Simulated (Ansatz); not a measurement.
# C2H6FGeN: two geometries relaxed

Are the two ends of the inversion of the pyramid at N1 separate minima, and which lies lower? Each is relaxed from a guess. SMILES of the start: N[C]1(F)[CH2][GeH2]1.

Method: RKS PBE/def2-SVP, in Ansatz 0.2.0.

### 1 The starting structure

Bond lengths: N1–C2 1.395 Å, C2–F3 1.365 Å, C2–C4 1.468 Å, C2–Ge5 1.967 Å, C4–Ge5 1.979 Å, N1–H6 1.062 Å, N1–H7 1.090 Å, C4–H8 1.140 Å, C4–H9 1.028 Å, Ge5–H10 1.570 Å, Ge5–H11 1.575 Å. Angles (14 of 21 angles, heavy atoms first): N1–C2–F3 116.9°, N1–C2–C4 117.9°, N1–C2–Ge5 113.3°, F3–C2–C4 114.0°, F3–C2–Ge5 117.3°, C4–C2–Ge5 68.6°, C2–C4–Ge5 67.7°, C2–Ge5–C4 43.7°, C2–N1–H6 110.9°, C2–N1–H7 107.3°, C2–C4–H8 111.6°, C2–C4–H9 117.0°, Ge5–C4–H8 111.1°, Ge5–C4–H9 115.3°.

As a file:

```xyz
11

N    -1.1980    0.8952    0.1307
C     0.1265    0.4889   -0.0305
F     1.0892    1.4404    0.1444
C     0.4253   -0.4719   -1.0994
Ge    0.4857   -1.3036    0.6948
H    -1.3458    1.3347    1.0864
H    -1.3584    1.7458   -0.5311
H    -0.5163   -0.7789   -1.6633
H     1.3337   -0.3770   -1.5705
H     1.8570   -1.2377    1.4566
H    -0.8335   -1.7929    1.4026
```

### 2 Relaxing end A

Input file input.yaml:

```yaml
crystal:
  periodic: [false, false, false]
  atoms:
    - { symbol: "N", position_ang: [-1.198, 0.8952, 0.1307] }
    - { symbol: C, position_ang: [0.1265, 0.4889, -0.0305] }
    - { symbol: F, position_ang: [1.0892, 1.4404, 0.1444] }
    - { symbol: C, position_ang: [0.4253, -0.4719, -1.0994] }
    - { symbol: Ge, position_ang: [0.4857, -1.3036, 0.6948] }
    - { symbol: H, position_ang: [-1.3458, 1.3347, 1.0864] }
    - { symbol: H, position_ang: [-1.3584, 1.7458, -0.5311] }
    - { symbol: H, position_ang: [-0.5163, -0.7789, -1.6633] }
    - { symbol: H, position_ang: [1.3337, -0.377, -1.5705] }
    - { symbol: H, position_ang: [1.857, -1.2377, 1.4566] }
    - { symbol: H, position_ang: [-0.8335, -1.7929, 1.4026] }
basis:
  gaussian: { orbitals: def2-SVP }
hamiltonian:
  xc: pbe
relax:
  f_tol: 0.015
  max_steps: 40
output:
  orbitals: {}
```

On the command line:

```bash
ansatz run input.yaml --threads 2 --pin off --max-ram 3072MiB --backend cpu --events-out ev --progress --plain --runs-dir out
```

Log, shortened:

```text
Warning: RAYON_NUM_THREADS=2 ignored (pool sized by the plan → 2); use --threads N
[...]
Functional definition: PBE
[...]
1335 factors; their error is unknown
[...]
mean field -62867.17435623 eV, -2310.3260446903 hartree, gradient 2.6e-5 eV, S^2 0.000000; 0 other end points of the search recorded, 0 dependent functions left out
[...]
reference -62867.17439060 eV, -2310.3260459531 hartree; 33, 33 occupied and 85, 85 virtual orbitals, 1335 factors
relax step   1: F+E_penalty+E_count = -62867.17435623 eV  Δ(F+E_penalty+E_count) = +0.000e0 eV  max|allowed force component| = 3.990e0 eV/Å  Δτ_max = 0.0000 Å  (31 SCF iters, accepted)
[...]
relax step   3: F+E_penalty+E_count = -62867.70795217 eV  Δ(F+E_penalty+E_count) = -1.165e-1 eV  max|allowed force component| = 3.717e-1 eV/Å  Δτ_max = 0.1652 Å  (29 SCF iters, accepted)
[...]
relax step   5: F+E_penalty+E_count = -62867.72836589 eV  Δ(F+E_penalty+E_count) = -2.041e-2 eV  max|allowed force component| = 1.078e-1 eV/Å  Δτ_max = 0.0712 Å  (30 SCF iters, accepted)
[...]
relax step   7: F+E_penalty+E_count = -62867.72964374 eV  Δ(F+E_penalty+E_count) = -6.716e-4 eV  max|allowed force component| = 4.063e-2 eV/Å  Δτ_max = 0.0433 Å  (31 SCF iters, accepted)
[...]
relax step   8: F+E_penalty+E_count = -62867.73083784 eV  Δ(F+E_penalty+E_count) = -1.194e-3 eV  max|allowed force component| = 3.430e-2 eV/Å  Δτ_max = 0.0291 Å  (31 SCF iters, accepted)
[...]
relax step   9: F+E_penalty+E_count = -62867.73094496 eV  Δ(F+E_penalty+E_count) = -1.071e-4 eV  max|allowed force component| = 7.968e-3 eV/Å  Δτ_max = 0.0033 Å  (33 SCF iters, accepted)
1335 factors; their error is unknown
[...]
mean field -62867.73094496 eV, -2310.3464989488 hartree, gradient 2.9e-5 eV, S^2 0.000000; 1 other end points of the search recorded, 0 dependent functions left out
[...]
reference -62867.73098097 eV, -2310.3465002721 hartree; 33, 33 occupied and 85, 85 virtual orbitals, 1335 factors
Total energy: -62867.73098097 eV, -2310.3465002721 hartree
Atom 0 at    -1.218922     1.064703     0.132530 Å, force     0.005602     0.007968    -0.002144 eV/Å
Atom 1 at     0.090206     0.568365     0.058732 Å, force    -0.003239     0.002257    -0.006791 eV/Å
Atom 2 at     1.113767     1.530715     0.139146 Å, force    -0.002064    -0.003448     0.002952 eV/Å
Atom 3 at     0.361436    -0.488468    -0.995297 Å, force     0.007320     0.004313     0.000148 eV/Å
Atom 4 at     0.479172    -1.200220     0.858837 Å, force    -0.001103    -0.001247     0.003636 eV/Å
Atom 5 at    -1.387770     1.597266     0.992340 Å, force    -0.001066    -0.004174     0.000581 eV/Å
Atom 6 at    -1.456037     1.651159    -0.681771 Å, force    -0.001202    -0.004864     0.001279 eV/Å
Atom 7 at    -0.480464    -0.780084    -1.644942 Å, force    -0.001962     0.000289     0.003411 eV/Å
Atom 8 at     1.328912    -0.383304    -1.513812 Å, force    -0.002790    -0.001534    -0.002126 eV/Å
Atom 9 at     1.907721    -1.522713     1.328166 Å, force     0.000319    -0.000488    -0.000262 eV/Å
Atom 10 at    -0.672622    -2.094417     1.346772 Å, force     0.000183     0.000928    -0.000685 eV/Å
Dipole moment:    -0.226791     0.039455    -0.022645 e Å
```

Wall time 13 s (2 threads of Intel Xeon 6975P-C (Granite Rapids), shared host); peak memory 0.18 GiB.

The steps of the relaxation:

| step | energy from step 1 (eV) | largest force component (eV/Å) |
| --- | --- | --- |
| 1 | 0.0000 | 3.9904 |
| 2 | -0.4171 | 1.1559 |
| 3 | -0.5336 | 0.3717 |
| 4x | -0.5243 | 0.5206 |
| 5 | -0.5540 | 0.1078 |
| 6 | -0.5546 | 0.1102 |
| 7 | -0.5553 | 0.0406 |
| 8 | -0.5565 | 0.0343 |
| 9 | -0.5566 | 0.0080 |

Step 1 is the start. 1 step was tried and not accepted (marked x).

After: Bond lengths: N1–C2 1.402 Å, C2–F3 1.407 Å, C2–C4 1.517 Å, C2–Ge5 1.980 Å, C4–Ge5 1.990 Å, N1–H6 1.025 Å, N1–H7 1.031 Å, C4–H8 1.103 Å, C4–H9 1.103 Å, Ge5–H10 1.538 Å, Ge5–H11 1.538 Å. Angles (14 of 21 angles, heavy atoms first): N1–C2–F3 115.7°, N1–C2–C4 116.8°, N1–C2–Ge5 118.6°, F3–C2–C4 112.7°, F3–C2–Ge5 116.4°, C4–C2–Ge5 67.9°, C2–C4–Ge5 67.2°, C2–Ge5–C4 44.9°, C2–N1–H6 112.4°, C2–N1–H7 112.0°, C2–C4–H8 117.2°, C2–C4–H9 114.7°, Ge5–C4–H8 120.0°, Ge5–C4–H9 114.9°.

### 3 Relaxing end B

The second end starts from a geometry with the move made by hand.

Changes to input.yaml since step 2:

```diff
@@ -8,4 +8,4 @@
     - { symbol: Ge, position_ang: [0.4857, -1.3036, 0.6948] }
-    - { symbol: H, position_ang: [-1.3458, 1.3347, 1.0864] }
-    - { symbol: H, position_ang: [-1.3584, 1.7458, -0.5311] }
+    - { symbol: H, position_ang: [-1.67875, 0.32761, 0.88905] }
+    - { symbol: H, position_ang: [-1.74318, 0.58194, -0.75917] }
     - { symbol: H, position_ang: [-0.5163, -0.7789, -1.6633] }
```

On the command line:

```bash
ansatz run input.yaml --threads 2 --pin off --max-ram 3072MiB --backend cpu --events-out ev --progress --plain --runs-dir out
```

Log, shortened:

```text
Warning: RAYON_NUM_THREADS=2 ignored (pool sized by the plan → 2); use --threads N
[...]
Functional definition: PBE
[...]
1335 factors; their error is unknown
[...]
mean field -62866.78641122 eV, -2310.3117879740 hartree, gradient 3.1e-5 eV, S^2 0.000000; 0 other end points of the search recorded, 0 dependent functions left out
[...]
reference -62866.78644376 eV, -2310.3117891699 hartree; 33, 33 occupied and 85, 85 virtual orbitals, 1335 factors
relax step   1: F+E_penalty+E_count = -62866.78641122 eV  Δ(F+E_penalty+E_count) = +0.000e0 eV  max|allowed force component| = 3.714e0 eV/Å  Δτ_max = 0.0000 Å  (30 SCF iters, accepted)
[...]
relax step   5: F+E_penalty+E_count = -62867.54730302 eV  Δ(F+E_penalty+E_count) = -2.838e-2 eV  max|allowed force component| = 3.577e-1 eV/Å  Δτ_max = 0.0602 Å  (30 SCF iters, accepted)
[...]
relax step   9: F+E_penalty+E_count = -62867.58239994 eV  Δ(F+E_penalty+E_count) = -5.047e-3 eV  max|allowed force component| = 1.004e-1 eV/Å  Δτ_max = 0.0999 Å  (30 SCF iters, accepted)
[...]
relax step  13: F+E_penalty+E_count = -62867.58560625 eV  Δ(F+E_penalty+E_count) = -6.774e-4 eV  max|allowed force component| = 1.170e-1 eV/Å  Δτ_max = 0.0135 Å  (31 SCF iters, accepted)
[...]
relax step  15: F+E_penalty+E_count = -62867.43805396 eV  Δ(F+E_penalty+E_count) = +1.496e-1 eV  max|allowed force component| = 3.036e0 eV/Å  Δτ_max = 0.1916 Å  (35 SCF iters, rejected (line search))
[...]
relax step  16: F+E_penalty+E_count = -62867.60632538 eV  Δ(F+E_penalty+E_count) = -1.864e-2 eV  max|allowed force component| = 4.853e-1 eV/Å  Δτ_max = 0.0958 Å  (31 SCF iters, accepted)
```

### 4 The output, continued: end point B relaxed

Output, continued, shortened:

```text
[...]
1335 factors; their error is unknown
[...]
mean field -62867.62705174 eV, -2310.3426809434 hartree, gradient 1.1e-5 eV, S^2 0.000000; 0 other end points of the search recorded, 0 dependent functions left out
[...]
reference -62867.62708802 eV, -2310.3426822765 hartree; 33, 33 occupied and 85, 85 virtual orbitals, 1335 factors
relax step  17: F+E_penalty+E_count = -62867.62705174 eV  Δ(F+E_penalty+E_count) = -2.073e-2 eV  max|allowed force component| = 1.174e0 eV/Å  Δτ_max = 0.0975 Å  (29 SCF iters, accepted)
[...]
relax step  19: F+E_penalty+E_count = -62867.60960898 eV  Δ(F+E_penalty+E_count) = +9.024e-2 eV  max|allowed force component| = 1.268e0 eV/Å  Δτ_max = 0.2000 Å  (28 SCF iters, rejected (line search))
[...]
Atom 1 at    -0.072295     0.377897     0.015034 Å, force    -0.007600     0.000755    -0.003434 eV/Å
Atom 2 at     0.775503     1.495596     0.123296 Å, force     0.000965    -0.000406     0.000885 eV/Å
Atom 3 at     0.412045    -0.627919    -1.012082 Å, force     0.000422     0.002046     0.001895 eV/Å
Atom 4 at     0.568180    -1.296240     0.855625 Å, force    -0.000356    -0.000682     0.000846 eV/Å
Atom 5 at    -1.737511     1.154891     0.874966 Å, force    -0.000372    -0.000876    -0.000505 eV/Å
Atom 6 at    -1.744001     1.185400    -0.801728 Å, force     0.000087    -0.001690     0.000512 eV/Å
Atom 7 at    -0.344858    -1.060117    -1.687391 Å, force    -0.000670    -0.000661    -0.000883 eV/Å
Atom 8 at     1.368491    -0.369744    -1.496191 Å, force    -0.000738     0.000088     0.000315 eV/Å
Atom 9 at     2.009574    -1.375523     1.385851 Å, force    -0.000200    -0.000258     0.000003 eV/Å
Atom 10 at    -0.440440    -2.364908     1.308334 Å, force     0.000941     0.000433    -0.000102 eV/Å
Dipole moment:    -0.229884     0.001493    -0.032245 e Å
```

Run time: 35 s. Hardware: 2 threads of Intel Xeon 6975P-C (Granite Rapids), shared host; peak memory 0.18 GiB.

The steps of the relaxation:

| step | energy from step 1 (eV) | largest force component (eV/Å) |
| --- | --- | --- |
| 1 | 0.0000 | 3.7144 |
| 2 | -0.5438 | 1.0517 |
| 3 | -0.6897 | 0.5496 |
| 4 | -0.7325 | 0.4799 |
| 5 | -0.7609 | 0.3577 |
| 6 | -0.7834 | 0.3155 |
| 7x | -0.7782 | 0.4080 |
| 8 | -0.7909 | 0.1319 |
| 9 | -0.7960 | 0.1004 |
| 10x | -0.7960 | 0.1409 |
| 11 | -0.7976 | 0.0256 |
| 12 | -0.7985 | 0.0548 |
| 13 | -0.7992 | 0.1170 |
| 14 | -0.8013 | 0.2804 |
| 15x | -0.6516 | 3.0358 |
| 16 | -0.8199 | 0.4853 |
| 17 | -0.8406 | 1.1742 |
| 18 | -0.9134 | 0.2379 |
| 19x | -0.8232 | 1.2684 |
| 20 | -0.9385 | 0.1254 |
| 21 | -0.9417 | 0.0838 |
| 22 | -0.9440 | 0.0509 |
| 23x | -0.9108 | 0.8372 |
| 24 | -0.9445 | 0.0202 |
| 25 | -0.9446 | 0.0154 |
| 26 | -0.9446 | 0.0076 |

Step 1 is the start. 5 steps were tried and not accepted (marked x).

After: Bond lengths: N1–C2 1.402 Å, C2–F3 1.407 Å, C2–C4 1.517 Å, C2–Ge5 1.980 Å, C4–Ge5 1.990 Å, N1–H6 1.025 Å, N1–H7 1.031 Å, C4–H8 1.103 Å, C4–H9 1.103 Å, Ge5–H10 1.538 Å, Ge5–H11 1.538 Å. Angles (14 of 21 angles, heavy atoms first): N1–C2–F3 115.7°, N1–C2–C4 116.7°, N1–C2–Ge5 118.6°, F3–C2–C4 112.7°, F3–C2–Ge5 116.4°, C4–C2–Ge5 67.9°, C2–C4–Ge5 67.2°, C2–Ge5–C4 44.9°, C2–N1–H6 112.5°, C2–N1–H7 112.0°, C2–C4–H8 117.1°, C2–C4–H9 114.8°, Ge5–C4–H8 119.8°, Ge5–C4–H9 115.0°.

### 5 Results

| quantity | value |
| --- | --- |
| end A | 7 moves, 0.557 eV lower |
| end B | 20 moves, 0.945 eV lower |
| largest difference between the ends | 0.00 Å |
| end B relative to end A | -0.000 eV |

The two relaxations end at one structure, within 0.00 Å: no second minimum was found from this start, which doesn't rule one out.
